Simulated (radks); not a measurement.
# W²⁺ inside a hard spherical wall

What does compression do to the levels of W²⁺? A hard sphere of shrinking radius stands in for pressure; the configuration is held at [Xe] 4f14 5d4.

The numbers are computed with radks (a radial shooting solver on a logarithmic mesh, Libxc functionals) version 1 (scalar-relativistic Kohn-Sham, r2SCAN, spin-unpolarised, spherical densities, finite nucleus), except any that are marked as measured or tabulated.

## 1. The atom as given

- element: tungsten (Z = 74)
- charge: +2
- electrons: 72
- configuration: [Xe] 4f14 5d4
- nuclear rms radius: 5.3658 fm

The outer shells:

W²⁺
```
[Xe] core
4f [↑↓][↑↓][↑↓][↑↓][↑↓][↑↓][↑↓]
5d [↑ ][↑ ][↑ ][↑ ][  ]
```

## 2. The free atom

Input:

```text
Z 74
configuration [Xe] 4f14 5d4 6s0 6p0 5f0
relativity scalar-relativistic
functional r2scan,r2scan
spin unpolarised
nucleus finite rms 5.3658 fm
c 137.035999084
```

## 3. Wall at 20 bohr

Settings, as their differences from step 2:

```diff
@@ -6,2 +6,3 @@
 nucleus finite rms 5.3658 fm
+wall 20 bohr
 c 137.035999084
```

## 4. Wall at 12 bohr

Settings, as their differences from step 3:

```diff
@@ -6,3 +6,3 @@
 nucleus finite rms 5.3658 fm
-wall 20 bohr
+wall 12 bohr
 c 137.035999084
```

## 5. Wall at 8 bohr

Settings, as their differences from step 4:

```diff
@@ -6,3 +6,3 @@
 nucleus finite rms 5.3658 fm
-wall 12 bohr
+wall 8 bohr
 c 137.035999084
```

## 6. Wall at 7 bohr

Settings, as their differences from step 5:

```diff
@@ -6,3 +6,3 @@
 nucleus finite rms 5.3658 fm
-wall 8 bohr
+wall 7 bohr
 c 137.035999084
```

## 7. Wall at 6 bohr

Settings, as their differences from step 6:

```diff
@@ -6,3 +6,3 @@
 nucleus finite rms 5.3658 fm
-wall 7 bohr
+wall 6 bohr
 c 137.035999084
```

## 8. Wall at 5 bohr

Settings, as their differences from step 7:

```diff
@@ -6,3 +6,3 @@
 nucleus finite rms 5.3658 fm
-wall 6 bohr
+wall 5 bohr
 c 137.035999084
```

## 9. Wall at 4 bohr

Settings, as their differences from step 8:

```diff
@@ -6,3 +6,3 @@
 nucleus finite rms 5.3658 fm
-wall 5 bohr
+wall 4 bohr
 c 137.035999084
```

## 10. Wall at 3.5 bohr

Settings, as their differences from step 9:

```diff
@@ -6,3 +6,3 @@
 nucleus finite rms 5.3658 fm
-wall 4 bohr
+wall 3.5 bohr
 c 137.035999084
```

## 11. Wall at 3 bohr

Settings, as their differences from step 10:

```diff
@@ -6,3 +6,3 @@
 nucleus finite rms 5.3658 fm
-wall 3.5 bohr
+wall 3 bohr
 c 137.035999084
```

## 12. Wall at 2 bohr

Settings, as their differences from step 11:

```diff
@@ -6,3 +6,3 @@
 nucleus finite rms 5.3658 fm
-wall 3 bohr
+wall 2 bohr
 c 137.035999084
```

Q: Predict the outcome of this session. Wanted: for each run, R; E − E(free); ε(5d); ε(6s, empty); ε(6p, empty); ε(5f, empty); pressure.

As calculated:

| R (bohr) | E − E(free) (eV) | ε(5d) (eV) | ε(6s, empty) (eV) | ε(6p, empty) (eV) | ε(5f, empty) (eV) | pressure (GPa) |
| --- | --- | --- | --- | --- | --- | --- |
| free | 0.000 | -19.733 | -18.703 | -12.368 | - | 0 |
| 20 | 0.000 | -19.733 | -18.703 | -12.368 | - | < 0.0001 |
| 12 | 0.000 | -19.733 | -18.703 | -12.367 | - | < 0.0001 |
| 8 | 0.001 | -19.729 | -18.696 | -12.304 | -2.573 | 0.00367 |
| 7 | 0.010 | -19.712 | -18.660 | -12.132 | -1.604 | 0.0348 |
| 6 | 0.070 | -19.621 | -18.472 | -11.540 | 0.169 | 0.320 |
| 5 | 0.458 | -19.207 | -17.590 | -9.575 | 3.650 | 2.89 |
| 4 | 2.830 | -17.531 | -13.781 | -2.937 | 11.178 | 27.6 |
| 3.5 | 7.143 | -15.284 | -8.370 | 5.369 | 18.309 | 94.6 |
| 3 | 19.152 | -10.477 | 3.623 | 22.196 | 30.289 | 377 |
| 2 | 208.17 | 31.661 | 109.46 | 149.39 | 101.53 | 12300 |

In words: At the tightest wall, 2 bohr, the energy stands 208.17 eV above the free atom and the pressure, −dE/dV, is 12300 GPa. Of the levels in the table that exist at both ends, 6p (empty) rises most from the free atom (161.75 eV). From R = 2 bohr inwards the highest occupied level lies above zero, pushed up by confinement. Shells are not refilled when levels cross, and a hard wall is a model, not a crystal.
